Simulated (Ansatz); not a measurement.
# CF₂InNO: a ladder of functionals and wavefunction methods

An exercise on one series of results from a longer session: the logs are not shown, and one member is left open.

Program: Ansatz 0.2.0, Gaussian basis. Level of theory: functionals in def2-TZVPP, the program's frozen cores in correlated methods. These are calculated values, not measurements.

Plan: LDA (SPW92), PBE-D4, revPBE-D4, BLYP-D4, r2SCAN-D4, B97M-V, PBE0-D4, B3LYP-D4, r2SCANh-D4, r2SCAN0-D4, HSE06-D4, BHLYP-D4, CAM-B3LYP-D4, LC-ωPBE, ωB97X-V, ωB97M-V, B2PLYP, PBE-QIDH; CCSD(T)/def2-SVP; CCSD(T)/def2-TZVPP; MP2/def2-QZVPP; extrapolation to the limit; RPA on PBE.

1 further run of the same task is left out (for a known fault of the program).

### The geometry

All runs share one geometry, relaxed beforehand with PBE0-D4 in a triple-zeta def2 set. In takes the def2 core potential; no spin-orbit term is included.

SMILES `O=C=[N][In]([F])[F]`, 6 atoms, charge 0, spin multiplicity 1.

Atoms are counted from 1 here; the program's logs count them from 0.

Bond lengths: O1–C2 1.162 Å, C2–N3 1.209 Å, N3–In4 1.991 Å, In4–F5 1.918 Å, In4–F6 1.925 Å. Angles: O1–C2–N3 175.5°, C2–N3–In4 134.1°, N3–In4–F5 121.0°, N3–In4–F6 123.1°, F5–In4–F6 115.9°.

Geometry (Å):

```csv
atom,x (Å),y (Å),z (Å)
O1,1.0343,-2.1326,1.6615
C2,0.7671,-1.4530,0.7573
N3,0.5363,-0.8076,-0.2382
In4,-0.4461,0.8871,-0.5950
F5,-0.5775,1.5977,-2.3721
F6,-1.3141,1.9084,0.7864
```

The first run:

Contents of in.yaml:

```yaml
crystal:
  periodic: [false, false, false]
  atoms:
    - {symbol: O, position_ang: [1.034338, -2.132618, 1.661547]}
    - {symbol: C, position_ang: [0.767111, -1.452958, 0.757316]}
    - {symbol: N, position_ang: [0.536293, -0.807558, -0.238199]}
    - {symbol: In, position_ang: [-0.446131, 0.887055, -0.594978]}
    - {symbol: F, position_ang: [-0.577520, 1.597713, -2.372087]}
    - {symbol: F, position_ang: [-1.314092, 1.908356, 0.786401]}
basis:
  gaussian: {orbitals: def2-TZVPP}
hamiltonian: {xc: lda}
output: {orbitals: {seedname: orbitals}}
```

Launch:

```console
$ ansatz run in.yaml --threads 4 --pin off --events-out ev --progress --plain --max-ram 10444MiB
```

Among the steps run: LDA; PBE-D4 (GGA); revPBE-D4 (GGA); BLYP-D4 (GGA); r2SCAN-D4 (meta-GGA); B97M-V (meta-GGA); B3LYP-D4 (hybrid); r2SCANh-D4 (hybrid); r2SCAN0-D4 (hybrid); HSE06-D4 (hybrid); BHLYP-D4 (hybrid); CAM-B3LYP-D4 (range-separated); LC-ωPBE (range-separated); ωB97X-V (range-separated); ωB97M-V (range-separated); B2PLYP (double hybrid); PBE-QIDH (double hybrid).

One of the session's tables, all rows but one given; the rest of the session is left out.

It belongs to the step «Frontier levels by functional». 

| functional | HOMO (eV) | LUMO (eV) | gap (eV) |
| --- | --- | --- | --- |
| LDA (SPW92) | -8.15 | -4.38 | 3.77 |
| PBE-D4 | -7.86 | -4.00 | 3.86 |
| revPBE-D4 | -7.75 | -3.84 | 3.91 |
| BLYP-D4 | -7.74 | -4.00 | 3.73 |
| r2SCAN-D4 | -8.17 | -3.78 | 4.40 |
| B97M-V | -8.16 | -3.88 | 4.27 |
| PBE0-D4 | -9.28 | -3.08 | 6.21 |
| B3LYP-D4 | ? | ? | ? |
| r2SCANh-D4 | -8.71 | -3.44 | 5.27 |
| r2SCAN0-D4 | -9.52 | -2.94 | 6.58 |
| HSE06-D4 | -8.88 | -3.45 | 5.43 |
| BHLYP-D4 | -10.62 | -2.25 | 8.37 |
| CAM-B3LYP-D4 | -10.68 | -2.14 | 8.54 |
| LC-ωPBE | -11.98 | -0.69 | 11.30 |
| ωB97X-V | -11.62 | -0.89 | 10.72 |
| ωB97M-V | -11.53 | -1.06 | 10.47 |

Estimate the missing values for B3LYP-D4.

Worked estimate for «HOMO (eV)». Against the share of exact exchange, BLYP-D4 (0, -7.74), BHLYP-D4 (0.5, -10.62) give a slope of -5.76 per unit share; at 0.2 the line stands at -8.89.

As computed: HOMO (eV): -9.04; LUMO (eV): -3.46; gap (eV): 5.59. In «HOMO (eV)» the line misses by +0.15.
